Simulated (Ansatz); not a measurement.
# NbTe (zincblende): equation of state and elastic constants

An exercise on one series of results from a longer session: the logs are not shown, and one member is left open.

Method: DFT PBE, scalar-relativistic, plane waves, PAW, in Ansatz 0.2.0.

**Starting point**

It takes space group F-43m (No. 216, cubic). The conventional cell has a = 6.369 Å, b = 6.369 Å, c = 6.369 Å, α = 90.00°, β = 90.00°, γ = 90.00°. Nb (site symmetry -43m) is surrounded by 4 Te at 2.76 Å. Te (site symmetry -43m) is surrounded by 4 Nb at 2.76 Å.

As a file:

```xyz
2
Lattice="0.0000 3.1847 3.1847 3.1847 0.0000 3.1847 3.1847 3.1847 0.0000" Properties=species:S:1:pos:R:3 pbc="T T T"
Nb    0.0000    0.0000    0.0000
Te    1.5923    1.5923    1.5923
```

An earlier run at PBE left this cell at 32.299 Å³/atom and 0.01 GPa (10×10×10 mesh).

Volume factors to run: 0.980, 1.020, 0.960, 1.040, 1.070, 1.100, 0.945.

Set-up of the first run:

input.yaml

```yaml
crystal:
  lattice:
    - [0.0, 3.1632877036, 3.1632877036]
    - [3.1632877036, 0.0, 3.1632877036]
    - [3.1632877036, 3.1632877036, 0.0]
  atoms:
    - { symbol: Nb, position: [0.0, 0.0, 0.0], spin: 1.66 }
    - { symbol: Te, position: [0.25, 0.25, 0.25] }
basis:
  ecutwfc: 420
  ecutrho_ratio: 4
kpoints:
  mp_grid: { grid: [10, 10, 10] }
hamiltonian:
  xc: pbe
scf:
  occupations: { method: gaussian, width: 0.05 }
output:
  forces: true
  stress: true
  eigenvalues: true
  populations: true
magnetization:
  spin_polarized: true
```

Among the steps run: Volume × 0.980; Scaling the volume by 1.020; At 0.960 of the relaxed volume; Scaling the volume by 1.040; At 1.070 of the relaxed volume; Volume × 1.100; At 0.945 of the relaxed volume.

One table of the session follows, with a row left open; its other results are not shown here.

| volume (Å³/atom) | energy (meV/atom) | pressure (GPa) | moment of atom 1 (μB) |
| --- | --- | --- | --- |
| 30.523 | 19.30 | 3.67 | 1.39 |
| 31.007 | 9.89 | 2.57 | 1.43 |
| 31.653 | 2.30 | 1.20 | 1.47 |
| 32.299 | 0.00 | 0.01 | 1.51 |
| 32.945 | 1.99 | -1.07 | 1.55 |
| 33.591 | ? | ? | ? |
| 34.560 | 24.97 | -3.43 | 1.61 |
| 35.529 | 49.19 | -4.52 | 1.66 |

Estimate the missing values for volume (Å³/atom) = 33.591.

Worked estimate for «energy (meV/atom)». A straight line through the neighbours (32.945, 1.99) and (34.560, 24.97) gives 1.99 + (24.97 − 1.99) × (33.591 − 32.945) / (34.560 − 32.945) = 11.18; a parabola fitted to 4 rows on both sides gives 8.50.

As computed: energy (meV/atom): 8.22; pressure (GPa): -2.08; moment of atom 1 (μB): 1.58. In «energy (meV/atom)» the line misses by +2.96 and the parabola by +0.28.

volume (Å³/atom), energy (meV/atom) and a bar:
```
    30.52       19.3 ############
    31.01        9.9 ######
    31.65        2.3 #
    32.30        0.0 
    32.95        2.0 #
    33.59        8.2 #####
    34.56       25.0 ###############
    35.53       49.2 ##############################
```

Caveats from the session: Spin–orbit coupling is left out, though the cell holds Te; it can open a gap where p bands cross. Warnings in the runs' records: stability check not made.
